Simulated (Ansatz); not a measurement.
# C₂H₅FOSi, SMILES CC1(F)O[SiH2]1: a single point in a Gaussian basis

Run with Ansatz 0.2.0 through its Python package.

Input file `c2h5fosi.xyz`:
```text
10

C    -0.70510   -1.16350    0.25140
C     0.14140   -0.22850   -0.53480
F     0.14840   -0.42730   -1.92150
O     1.46370    0.06810    0.09260
Si    0.53070    1.46250    0.06290
H    -0.66530   -0.97470    1.32300
H    -0.49370   -2.16140    0.01460
H    -1.75850   -0.92520   -0.04810
H     0.18040    1.84800    1.52080
H     1.24120    2.45070   -0.75810
```

`run_energy.py`:
```python
'''Single point of C2H5FOSi in a Gaussian basis.'''

import warnings

import ansatz as az

warnings.simplefilter('ignore', az.DeckWarning)

molecule = az.Crystal.molecule_from_extxyz('c2h5fosi.xyz')

calc = (
    molecule.calculation()
    .basis(gaussian='def2-TZVP')
    .correlation('RPA')
)
trace = []
outcome = calc.session().plan().execute(on_event=trace.append)
report = outcome.report
for event in trace:
    if event['event'] == 'mean_field_evaluation' and event['data']['evaluation'] <= 25:
        print('pass {evaluation:3d}  E = {energy_ev:.6f} eV  gradient {gradient_ev:.1e}'.format(**event['data']))

print('reference energy %16.6f eV' % report['reference_energy_ev'])
print('total energy     %16.6f eV' % report['free_energy_ev'])
print('occupied orbitals outside the frozen core (up, down):', report['n_occupied'], ' frozen:', report['n_frozen'], ' virtual:', report['n_virtual'])

parts = report['correlation']
for name in ('random_phase', 'coupled_cluster', 'perturbative'):
    if name in parts:
        print(f'{name:16s} {parts[name]["energy"]["hartree"]:12.7f} Ha')
if 'second_order' in parts:
    pair = parts['second_order']
    print(f'MP2 same spin {pair["same_spin"]["hartree"]:.7f} Ha, opposite spin {pair["opposite_spin"]["hartree"]:.7f} Ha')

field = report['mean_field']
print('<S^2> =', round(abs(field['state']['spin_squared']), 4), ' all-electron relativity setting:', field['relativity'])
print('passes:', field['passes'])
if 'symmetry' in field:
    print('occupied orbitals by irrep:', field['symmetry']['occupied'])
```

```console
$ python run_energy.py
pass   1  E = -14742.529312 eV  gradient 4.4e+01
pass   2  E = -14742.802971 eV  gradient 4.4e+01
pass   3  E = -14745.635853 eV  gradient 3.0e+01
pass   4  E = -14747.113957 eV  gradient 5.3e+00
pass   5  E = -14747.198073 eV  gradient 1.8e+00
pass   6  E = -14747.198445 eV  gradient 1.8e+00
pass   7  E = -14747.204924 eV  gradient 1.8e+00
pass   8  E = -14747.213619 eV  gradient 4.7e-01
pass   9  E = -14747.214711 eV  gradient 1.8e-01
pass  10  E = -14747.214720 eV  gradient 1.8e-01
pass  11  E = -14747.214905 eV  gradient 2.1e-04
pass  12  E = -14747.214905 eV  gradient 1.7e-03
pass  13  E = -14747.214905 eV  gradient 2.2e-06
pass  14  E = -14747.214905 eV  gradient 2.1e-05
pass  15  E = -14747.214905 eV  gradient 2.1e-06
pass  16  E = -14747.214905 eV  gradient 2.0e-06
reference energy    -14747.214905 eV
total energy        -14776.801066 eV
occupied orbitals outside the frozen core (up, down): [15, 15]  frozen: 9  virtual: [167, 167]
random_phase       -1.0872713 Ha
<S^2> = 0.0  all-electron relativity setting: none
passes: {'evaluations': 13, 'products': 43}
occupied orbitals by irrep: [{'A': 24}, {'A': 24}]
```

Caveats:
- Total energies depend on the basis set; only differences at equal settings carry meaning.
- The geometry is a force-field or estimated start, not a minimum of this method, and the basis set is short of its limit.
- S² is that of the Hartree-Fock reference.
- Early passes use coarser integrals and grids, so their energies can't be compared with the last.
- Run time: 5 s on 1 thread of Intel(R) Xeon(R) 6975P-C (Granite Rapids), on a shared host, peak memory 0.45 GiB.

(Lines on the test bed's own set-up are left out of the output.)
